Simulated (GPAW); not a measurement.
The system is Cd2S.

```xyz
3
Lattice="3.9627 0.0000 0.0000 -1.9813 3.4318 0.0000 0.0000 0.0000 5.8092" Properties=species:S:1:pos:R:3 pbc="T T T"
Cd    0.0000    2.2878    5.4183
Cd    1.9813    1.1439    3.3620
S     0.0000    2.2878    2.1245
```

The cell comes from a database or a generator and needn't be the stable form of this composition.

- Program: GPAW 26.7.0
- Task: relaxation of cell and atoms
- Functional: PBEsol
- Potentials or basis: PAW data sets generated in the run's folder for this functional
- Cutoff: 600 eV
- Basis: pw
- k mesh: 6 × 6 × 4
- Occupations: fermi-dirac, width 0.05 eV
- Spin: no spin polarisation

At the start: pressure -3.3 GPa; volume 26.33 Å³/atom.

Question: Where does the relaxation end?

Answer: Over 15 steps the energy falls by 22.7 meV/atom and the volume is 24.21 Å³/atom (-8.0 %); space group P3m1 (No. 156, to 0.05 Å).

The path:
| step | energy change (eV) | largest force (eV/Å) | pressure (GPa) | volume (Å³) |
| --- | --- | --- | --- | --- |
| 1 | 0.0000 | 0.1250 | -3.33 | 79.00 |
| 2 | -0.0126 | 0.0820 | -3.01 | 78.38 |
| 3 | -0.0585 | 0.2783 | 0.13 | 73.46 |
| 4 | -0.0603 | 0.2254 | -0.18 | 73.78 |
| 5 | -0.0634 | 0.1285 | -0.45 | 73.90 |
| 6 | -0.0665 | 0.0324 | -0.44 | 73.50 |
| 7 | -0.0675 | 0.0491 | -0.19 | 73.00 |
| 8 | -0.0676 | 0.0399 | -0.03 | 72.77 |
| 9 | -0.0677 | 0.0293 | 0.02 | 72.71 |
| 10 | -0.0678 | 0.0090 | 0.08 | 72.63 |
| 11 | -0.0679 | 0.0131 | 0.08 | 72.60 |
| 12 | -0.0679 | 0.0265 | 0.04 | 72.61 |
| 13 | -0.0680 | 0.0287 | -0.01 | 72.64 |
| 14 | -0.0680 | 0.0205 | -0.04 | 72.66 |
| 15 | -0.0680 | 0.0081 | -0.03 | 72.64 |

Final structure:
```cif
data_structure
_symmetry_space_group_name_H-M 'P 1'
_symmetry_Int_Tables_number 1
_cell_length_a 3.8423
_cell_length_b 3.8423
_cell_length_c 5.6815
_cell_angle_alpha 90.000
_cell_angle_beta 90.000
_cell_angle_gamma 120.000
_cell_volume 72.64
loop_
_atom_site_label
_atom_site_type_symbol
_atom_site_fract_x
_atom_site_fract_y
_atom_site_fract_z
_atom_site_occupancy
Cd1 Cd 0.33333 0.66667 0.93045 1
Cd2 Cd 0.66667 0.33333 0.58317 1
S1 S 0.33333 0.66667 0.36353 1
```

Caveat: later steps reuse the first step's grids.
